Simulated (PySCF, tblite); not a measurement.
# C6H12BNO: geometry, infrared bands and NMR shifts

Wanted: the infrared bands and NMR shifts of C6H12BNO (`C#C[B@@H-](O)[NH2+]C1CCC1`), by calculation.

Programs: tblite 0.8.0 and PySCF 2.14.0, with density-fitted response routines of our own. Each step states its level of theory. These are calculated values for one molecule in the gas phase, unless marked as measured. Atoms count from 0, in the outputs and in this text.

## Step 1: Starting geometry

21 atoms, charge 0, multiplicity 1; geometry from: force field or distance geometry start.

Bonds of the start (Å): C0–C1 1.21, C1–B2 1.55, B2–O3 1.45, B2–N4 1.53, N4–C5 1.44, C5–C6 1.52, C6–C7 1.51, C7–C8 1.53, C8–C5 1.51, C0–H9 1.05, B2–H10 1.18, O3–H11 0.97, N4–H12 1.04, N4–H13 1.06, C5–H14 1.11, C6–H15 1.13, C6–H16 1.10, C7–H17 1.09, C7–H18 1.11, C8–H19 1.09, C8–H20 1.11.

## Step 2: Relaxing the molecule with GFN2-xTB

What the job is given:

```
{"job": {"kind": "relax", "xc": "GFN2-xTB", "basis": "xTB"}, "charge": 0, "multiplicity": 1}
C      3.771000     0.424300    -0.526100
C      2.795000    -0.049000     0.002000
B      1.555900    -0.682400     0.684300
O      1.144400     0.110100     1.825000
N      0.457200    -0.811000    -0.367300
C     -0.525100     0.237200    -0.345400
C     -1.407900     0.298400     0.892700
C     -2.491300     0.710700    -0.076600
C     -1.773700    -0.207900    -1.062500
H      4.615800     0.836900    -0.993500
H      1.837000    -1.769500     1.038000
H      1.707900     0.898700     1.918000
H      0.008400    -1.751000    -0.322100
H      0.963900    -0.745600    -1.301500
H     -0.194900     1.227700    -0.726600
H     -1.635300    -0.721700     1.318800
H     -1.117200     1.043300     1.641800
H     -2.392200     1.757300    -0.372800
H     -3.517700     0.401200     0.196900
H     -1.854700     0.093700    -2.105000
H     -1.955200    -1.284600    -0.854400
```

Launch:

```bash
$ OMP_NUM_THREADS=1 python probes_run.py task.json out
```

One launch serves the whole session: the jobs run in the order shown.

**Question.** This job is followed by: GFN2-xTB harmonic vibrations, gas phase; GIAO PBE0/pcSseg-1 NMR shielding, non-relativistic, gas phase. What will the session give for the following? strongest single infrared mode (GFN2-xTB); zero-point energy (GFN2-xTB); ¹³C shifts against TMS (PBE0/pcSseg-1); ¹H shifts against TMS (PBE0/pcSseg-1); ¹¹B shifts against BF3·OEt2 (PBE0/pcSseg-1); ¹⁷O shifts against H2O (PBE0/pcSseg-1); ¹⁵N shifts against NH3 (PBE0/pcSseg-1).

**Answer**, as computed:

| quantity | value |
| --- | --- |
| strongest single infrared mode (GFN2-xTB) | 1152 cm⁻¹, 347 km/mol |
| zero-point energy (GFN2-xTB) | 109.1 kcal/mol |
| ¹³C shifts against TMS (PBE0/pcSseg-1) | 99.9, 91.8, 45.6, 32.2, 29.0, 15.2 ppm |
| ¹H shifts against TMS (PBE0/pcSseg-1) | 4.38, 3.39, 2.54, 2.48, 2.32, 2.23, 2.10, 1.97, 1.96, 1.80, 1.71, 0.84 ppm |
| ¹¹B shifts against BF3·OEt2 (PBE0/pcSseg-1) | -4.2 ppm |
| ¹⁷O shifts against H2O (PBE0/pcSseg-1) | 68.9 ppm |
| ¹⁵N shifts against NH3 (PBE0/pcSseg-1) | 100.4 ppm |

The optimisation took 199 steps and gained 1.198 eV; among the close pairs (by a distance rule), B2–N4 changed most, from 1.526 to 1.804 Å. No mode is imaginary among the 57: a minimum at this level. Unscaled tight-binding wavenumbers are off by several per cent, some by more. Its intensities can rank the bands wrongly. H14 (hydrogen on an sp3 CH bonded to N) lies farthest downfield among hydrogen, at 4.38 ppm; its carbon carries N, an electronegative neighbour. At PBE0/pcSseg-1: Shielding is most anisotropic at C1 (span 313 ppm, paramagnetic term -174 ppm).
